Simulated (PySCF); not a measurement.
**C₂H₇OPSi: electronic excitations**

Wanted: the electronic excitations of C₂H₇OPSi (`O=[P@@H]1C[C@@H]1[SiH3]`), by calculation.

Computed with PySCF 2.14.0, with density-fitted response routines of our own, on a single molecule in the gas phase. Atoms are numbered from 0 throughout.

**1. The molecule as given**

12 atoms, charge 0, multiplicity 1; geometry from: GFN2-xTB.

Bonds of the start (Å): O0–P1 1.46, P1–C2 1.80, C2–C3 1.56, C3–Si4 1.89, C3–P1 1.80, P1–H5 1.38, C2–H6 1.08, C2–H7 1.08, C3–H8 1.08, Si4–H9 1.46, Si4–H10 1.47, Si4–H11 1.46.

**2. Excited states and response: CAM-B3LYP/def2-SVPD**

The job: settings as JSON, then the geometry in Å.

```
{"job": {"kind": "uv", "xc": "CAM-B3LYP", "basis": "def2-SVPD", "nstates": 8, "ntriplets": 3}, "charge": 0, "multiplicity": 1}
O      0.269673     2.142592     1.163940
P     -0.733188     1.145609     0.781454
C     -0.592580    -0.614793     1.107780
C     -0.484352    -0.188883    -0.393570
Si     1.210923    -0.304705    -1.210839
H     -2.059494     1.528030     0.826856
H     -1.442317    -1.225670     1.373818
H      0.332480    -0.939926     1.566736
H     -1.338148    -0.481990    -0.989973
H      2.233687     0.259324    -0.338168
H      1.472979    -1.731205    -1.429991
H      1.131536     0.410932    -2.484069
```

With the program's defaults for keys left out, this is: TDDFT CAM-B3LYP/def2-SVPD, vertical, gas phase, core orbitals frozen in the response.

Started as:

```console
$ OMP_NUM_THREADS=1 python probes_run.py task.json out
```

This one command runs all jobs of the session in turn.

The log of the run:

```text
coarse grid: 10848 points
cycle   1  E = -785.8168412394  dE =  8.422e-01  |g| = 8.677e-01  |ddm| = 4.490e+00
cycle   2  E = -785.4573059325  dE =  3.595e-01  |g| = 1.608e+00  |ddm| = 2.138e+00
cycle   3  E = -785.9756399495  dE = -5.183e-01  |g| = 1.043e-01  |ddm| = 1.396e+00
cycle   4  E = -785.9774723645  dE = -1.832e-03  |g| = 6.613e-02  |ddm| = 2.245e-01
cycle   5  E = -785.9786116543  dE = -1.139e-03  |g| = 5.301e-03  |ddm| = 9.168e-02
cycle   6  E = -785.9786198059  dE = -8.152e-06  |g| = 1.924e-03  |ddm| = 1.363e-02
final grid: 95080 points
cycle   7  E = -786.0879218414  dE = -1.435e-05  |g| = 3.292e-03  |ddm| = 3.889e-02
cycle   8  E = -786.0879202955  dE =  1.546e-06  |g| = 4.341e-03  |ddm| = 9.278e-03
cycle   9  E = -786.0879246211  dE = -4.326e-06  |g| = 6.111e-04  |ddm| = 4.558e-03
cycle  10  E = -786.0879246941  dE = -7.297e-08  |g| = 1.405e-04  |ddm| = 6.649e-04
cycle  11  E = -786.0879246984  dE = -4.368e-09  |g| = 4.379e-05  |ddm| = 2.529e-04
cycle  12  E = -786.0879246990  dE = -5.650e-10  |g| = 6.601e-06  |ddm| = 9.749e-05
converged SCF energy = -786.0879246990

Static polarisability (au): isotropic 73.834, principal 64.608 72.209 84.684

Singlet excitations
state   eV       nm        f      main configurations
  1   6.3631    194.8   0.00456   H->L 0.36, H->L+4 0.23, H->L+1 0.21
  2   6.7418    183.9   0.01083   H->L+1 0.62, H->L 0.28
  3   6.9891    177.4   0.05549   H->L+2 0.58, H->L 0.09
  4   7.1155    174.2   0.02296   H->L+3 0.68, H->L 0.10
  5   7.3659    168.3   0.08967   H-1->L 0.21, H-1->L+1 0.19, H->L+3 0.14
  6   7.5181    164.9   0.00114   H-1->L+2 0.30, H-1->L+1 0.21, H-1->L+3 0.12
  7   7.7844    159.3   0.01167   H->L+5 0.49, H->L+4 0.15, H->L+6 0.15
  8   7.8373    158.2   0.04317   H-1->L+1 0.38, H-1->L+3 0.26, H-1->L 0.16

Triplet excitations (Tamm-Dancoff, eV): 5.8685 6.0701 6.4995
```

Wall time 28 s (1 thread of Arm Neoverse V1, shared host); peak memory 0.73 GiB.

The orbitals next to the gap, with their largest atomic shares:

```
orbital      eV                        atoms
 HOMO−3  -11.11  Si4 24 %, H10 20 %, O0 19 %
 HOMO−2  -10.89   Si4 21 %, C3 19 %, O0 18 %
 HOMO−1   -9.65    O0 51 %, P1 14 %, C3 11 %
   HOMO   -8.69    O0 36 %, P1 19 %, C3 17 %
   LUMO    1.04   Si4 29 %, C3 12 %, H8 11 %
 LUMO+1    1.32    H5 29 %, P1 18 %, C3 10 %
 LUMO+2    1.33  Si4 32 %, H10 10 %, C3 10 %
```

With each of the 8 states as a Gaussian band of 0.4 eV half-width at 1/e, the curve within the window shown has maxima at 171 nm (ε 6,000) L/(mol cm). Beyond the last state computed it falls off for lack of states. The curve at chosen wavelengths:

```
 nm  ε (L/mol/cm)
152          1307
154          1945
157          2939
159          3563
162          4450
164          5010
167          5703
169          5973
172          5973
174          5696
177          4944
179          4299
182          3265
184          2611
187          1775
189          1338
192           858
194           636
197           407
199           304
202           195
204           144
207            89
209            63
212            36
214            24
```

Leading natural transition orbitals of singlet state 5: the hole lies on O0 62 %; C3 12 %; H5 11 %; the particle on P1 25 %; H5 22 %; O0 22 %.

Leading natural transition orbitals of singlet state 1: the hole lies on O0 43 %; C2, C3 about 16 % each; P1 11 %; the particle on P1 26 %; O0 23 %; H5 17 %.

Further results of this job:

```
           property  computed
  dipole moment (D)      4.01
polarisability (Å³)     10.94
 HOMO–LUMO gap (eV)      9.73
      −ε(HOMO) (eV)      8.69
```

Orbitals, density, ELF and potential are computed afterwards from the orbital file.

Frontier orbitals at CAM-B3LYP/def2-SVPD, with the share of their density that lies nearest to each atom:

```
orbital  energy (eV)                                        lies on
   HOMO        -8.69       O0 39 %; C2, C3 about 17 % each; P1 12 %
   LUMO         1.04  H8 21 %; H6, H10, H11 about 13 % each; O0 8 %
```

ELF in a plane through or near 4 of the atoms.

Ten even steps from '0' (0.00) to '9' (1.00):
```
0000000000000000000000000000
0000000000000000000000000000
0000000000000000000000000000
0000000000000000012100000000
0000012420000000379850000000
0001599996000012899994000000
0004999998100134899993000000
0006999999213477689850000000
0002699984367788446420000000
0000156315168656677531000000
0000022066338766322652100000
0000034313035565374575300000
0000145653110134131453200000
0000023332000024665310000000
0000001110000024665200000000
0000000000000034554210000000
0000000000000012333100000000
0000000000000000010000000000
0000000000000000000000000000
0000000000000000000000000000
```
The map spans 10.1 Å across and 9.1 Å up, centred on the molecule. Atoms in the plane (x, y in Å): P1 (1.3, -0.8), Si4 (-1.7, -0.1), H6 (1.6, 1.7), H10 (-2.4, 1.1).

log10 of the density (e/Å³) in the same plane.

Ten even steps from ' ' (-4.0) to '@' (1.8):
```
                                                        
                                                        
                              ............              
          ............  ......::::::::::::..            
      ....::::::::::::::::::::----====----::..          
    ..::----========--------====++****++==--::..        
  ..::----==++++++++========++++****##++++--::..        
  ..::--==++**##**++++++++++****####**++++--::..        
  ..::--==++******************####****++==----::..      
  ..::--==++++**##%%******************++++==--::..      
  ..::----==++**%%@@##******************++====::::..    
  ..::----==++****##**++++++****##@@%%****++==--::..    
  ....::--==++++++++++======++**##%%##**++====--::..    
    ..::----================++++******++++==--::..      
      ..::----------------==++++****++++==--::::..      
        ....::::::::::::::--====++++++==--::::..        
            ............::::----======----::..          
                        ....::::------::::....          
                            ............                
                                                        
```
The map spans 10.1 Å across and 9.1 Å up, centred on the molecule. Atoms in the plane (x, y in Å): P1 (1.3, -0.8), Si4 (-1.7, -0.1), H6 (1.6, 1.7), H10 (-2.4, 1.1).

On the surface of density 0.002 e/bohr³ the electrostatic potential runs, from the 1st to the 99th percentile, from -2.14 V near O0 to 1.38 V near H5.

**3. What came out**

```
                                quantity                        value
    lowest singlet (CAM-B3LYP/def2-SVPD)  6.36 eV (195 nm), f = 0.005
brightest single state of those computed  state 5, 7.37 eV, f = 0.090
                          lowest triplet                      5.87 eV
   surface potential, 1st and 99th percentile           -2.14 V and 1.38 V
```

What this shows: The first singlet state (HOMO→LUMO 0.36, HOMO→LUMO+4 0.23) lies at 6.36 eV and is weak; of the 8 states computed, the strongest absorption comes from state 5 at 7.37 eV (the last state computed is bright too, and its partners may lie past the list). The lowest triplet lies 0.49 eV below the lowest singlet (triplets in Tamm-Dancoff, singlets in full TDDFT).
